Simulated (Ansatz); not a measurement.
TiNi, space group Pm-3m: a test of the smearing width, run with Ansatz 0.2.0, Python API.

`tini.xyz`
```text
2
Lattice="2.98806613 0.0 0.0 0.0 2.98806613 0.0 0.0 0.0 2.98806613" Properties=species:S:1:pos:R:3:initial_magmoms:R:1 pbc="T T T"
Ti    1.49403306    1.49403306    1.49403306  0.00
Ni    0.00000000    0.00000000    0.00000000  1.00
```

The script, `smear_tini.py`:
```python
"""Smearing width test for TiNi."""

import csv
import warnings

import ansatz as az

warnings.simplefilter("ignore", az.DeckWarning)

tini = az.Crystal.from_extxyz("tini.xyz")

job = (
    tini.calculation()
    .kpoints(spacing=0.29)
    .functional(az.Functional.PBESOL)
    .basis(260, xc_grid=2)
    .spin("collinear")
    .mixing("broyden", beta=0.5)
    .stress()
)

rows = []
for value in [0.5, 0.3, 0.2, 0.1]:
    data = job.occupations("cold", width=value).run().report
    rows.append((value, data["free_energy_ev"] / len(data["lattice"]["sites"]), data["n_iterations"], sum(data["stress_gpa"][i][i] for i in range(3)) / 3, data["magnetization_mub"], data["n_kpoints"]))

with open("smear.csv", "w", newline="") as handle:
    writer = csv.writer(handle)
    writer.writerow(["width (eV)", "F/atom (eV)", "iterations", "P (GPa)", "moment (muB)", "k-points"])
    writer.writerows([round(v, 5) if isinstance(v, float) else v for v in row] for row in rows)

# differences from the last row
for row in rows[:-1]:
    shift = 1000 * (row[1] - rows[-1][1])
    print(f"{row[0]}: {shift:+.2f} meV/atom" + ("  (within 2 meV)" if abs(shift) < 2 else ""))
```

How much does the free energy per atom change between the narrowest and the widest smearing, and why?

Going from 0.1 to 0.5 eV changes F by -16.5 meV an atom. This scheme is built to cancel the term in the square of the width, but that needs a smooth density of states and a fine mesh, and here a sizeable shift remains. The pressure moves from 3.62 to 3.05 GPa.

The run itself:

```console
$ python smear_tini.py
RunWarning: the starting moments were not kept: the SCF closed with an absolute magnetisation of 1.9e-5 μB, where they sum to 1 μB in size (1 site). That is at most 0.1 of that sum. Measured as dr2_m [...]
0.5: -16.47 meV/atom
0.3: -1.97 meV/atom  (within 2 meV)
0.2: +0.78 meV/atom  (within 2 meV)
```
(Warnings from the package without file and line, shortened, repeats left out.)

It writes `smear.csv`:
```csv
width (eV),F/atom (eV),iterations,P (GPa),moment (muB),k-points
0.5,-4138.63963,20,3.05004,2e-05,35
0.3,-4138.62513,23,3.14522,1e-05,35
0.2,-4138.62238,22,3.29112,2e-05,35
0.1,-4138.62316,23,3.6221,5e-05,35
```

Caveats:
- The cutoff lies under the one recommended for these potentials.
- The SCF didn't keep the moments it started from (some shrank, vanished or turned); what is printed is the state reached.
- Under the recommended cutoff a pressure can be off by several GPa, even in sign.
- For a metal this k-point mesh is coarse: on a finer one energies can move by several to tens of meV an atom and pressures by half a GPa or more, differences at one mesh by less.
- The overall sign of a collinear moment is arbitrary, and semilocal functionals can give small moments to compounds that are paramagnetic.
- The free energy holds a sizeable smearing term, which stands for no physical temperature.
- The narrowest width needs the finest mesh, so the last row is no converged reference.
- This is a high-temperature or high-pressure form, not the ambient phase.
- Pressure is positive in compression.
- This cell is a computed structure, which may not be the phase found in nature.
- The script silences the warnings on its input, which a real study should read.
- Cost: about 17 core-seconds.

(Lines on the test bed's own set-up are left out of the output.)
